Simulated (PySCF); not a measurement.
# C3H5ClOSi: the cost of one run

Computed with PySCF 2.14.0, with density-fitted response routines of our own, on a single molecule in the gas phase. Atoms are numbered from 0 throughout.

### Step 1. The molecule as given

11 atoms, charge 0, multiplicity 1; geometry from: GFN2-xTB. The atoms were then displaced at random by about 0.01 Å, so the start is not that level's minimum.

Bonds of the start (Å): O0–Si1 1.64, Si1–C2 1.94, C2–C3 1.49, C3–C4 1.31, C4–Cl5 1.74, C4–Si1 1.90, O0–H6 0.96, Si1–H7 1.45, C2–H8 1.12, C2–H9 1.07, C3–H10 1.12.

### Step 2. Optimising the geometry at PBE0-D3(BJ)/def2-SVP

The job: settings as JSON, then the geometry in Å.

```
{"job": {"xc": "PBE0", "basis": "def2-SVP", "d3": "d3bj", "grid": 1, "shake": 0.01, "kind": "geom"}, "charge": 0, "multiplicity": 1}
O      2.350980     0.016650    -0.030560
Si     0.847620    -0.140830    -0.675960
C     -0.551910    -1.048560     0.308610
C     -1.266730     0.252790     0.377000
C     -0.518710     1.116650    -0.266130
Cl    -0.851690     2.800380    -0.531030
H      2.484270     0.339600     0.860790
H      1.171250    -0.495650    -2.046190
H     -0.272180    -1.424180     1.322660
H     -1.084460    -1.833520    -0.188010
H     -2.270330     0.390840     0.853170
```

The run is started by

```bash
> OMP_NUM_THREADS=1 python probes_run.py task.json out
```

This one command runs all jobs of the session in turn.

**Question.** How long does this first job take on 1 thread of Arm Neoverse V2, shared host, and how much memory does it need?

About 36 s, with a peak of 0.51 GiB.
